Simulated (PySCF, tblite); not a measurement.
# C₆H₇NSi: geometry, infrared bands and NMR shifts

Aim: predict the infrared bands and NMR shifts of C₆H₇NSi (`[H]/N=C\C#CC1=CC[SiH2]1`).

The runs use tblite 0.8.0 and PySCF 2.14.0, with density-fitted response routines of our own; the level of theory stands in each step. All values are computed, except where a source is named. Atoms are numbered from 0 throughout.

## Step 1: The starting structure

15 atoms, charge 0, multiplicity 1; geometry from: force field or distance geometry start.

Bonds of the start (Å): N0–C1 1.28, C1–C2 1.42, C2–C3 1.21, C3–C4 1.54, C4–C5 1.35, C5–C6 1.54, C6–Si7 1.88, Si7–C4 1.85, N0–H8 1.03, C1–H9 1.11, C5–H10 1.10, C6–H11 1.10, C6–H12 1.09, Si7–H13 1.50, Si7–H14 1.49.

## Step 2: Optimising the geometry with GFN2-xTB

Job settings and geometry (Å):

```
{"job": {"kind": "relax", "xc": "GFN2-xTB", "basis": "xTB"}, "charge": 0, "multiplicity": 1}
N      4.263700     0.332100     0.164600
C      3.515700    -0.620100     0.590400
C      2.119500    -0.420000     0.453100
C      0.927100    -0.239900     0.318900
C     -0.591300    -0.030300     0.183900
C     -1.553700     0.263000     1.082100
C     -2.803600     0.330600     0.186300
Si    -1.709500    -0.068800    -1.293400
H      3.690000     1.095000    -0.215200
H      3.903900    -1.548600     1.059800
H     -1.470500     0.414900     2.163800
H     -3.572500    -0.432200     0.394400
H     -3.297000     1.306800     0.137900
H     -1.907300    -1.429700    -1.880000
H     -1.518800     1.055200    -2.253300
```

Launch:

```bash
$ OMP_NUM_THREADS=1 python probes_run.py task.json out
```

One launch serves the whole session: the jobs run in the order shown.

**Question.** This job is followed by: GFN2-xTB harmonic vibrations, gas phase; GIAO PBE0/pcSseg-1 NMR shielding, non-relativistic, gas phase. Predict these results of the whole session: strongest single infrared mode (GFN2-xTB); zero-point energy (GFN2-xTB); 13C shifts against TMS (PBE0/pcSseg-1); 1H shifts against TMS (PBE0/pcSseg-1, means over atoms taken as alike); 15N shifts against NH3 (PBE0/pcSseg-1); 29Si shifts against TMS (PBE0/pcSseg-1).

As calculated:

```
                                                              quantity                                      value
                             strongest single infrared mode (GFN2-xTB)                      2280 cm⁻¹, 486 km/mol
                                          zero-point energy (GFN2-xTB)                              65.2 kcal/mol
                                13C shifts against TMS (PBE0/pcSseg-1)  165.7, 157.0, 133.2, 97.3, 96.9, 19.6 ppm
1H shifts against TMS (PBE0/pcSseg-1, means over atoms taken as alike)          11.76, 8.01, 7.27, 5.11, 2.03 ppm
                                15N shifts against NH3 (PBE0/pcSseg-1)                                  392.2 ppm
                               29Si shifts against TMS (PBE0/pcSseg-1)                                  -31.8 ppm
```

**Reading.** Over 54 steps the energy fell by 0.654 eV; of the close pairs, C3–C4 changed most, 1.539 to 1.388 Å. No mode is imaginary among the 39: a minimum at this level. The strongest single mode, at 2280 cm⁻¹, moves mainly H14 and H13. Unscaled tight-binding wavenumbers are off by several per cent, some by more. Its intensities can rank the bands wrongly. At PBE0/pcSseg-1: Shielding is most anisotropic at N0 (span 730 ppm, paramagnetic term -450 ppm).
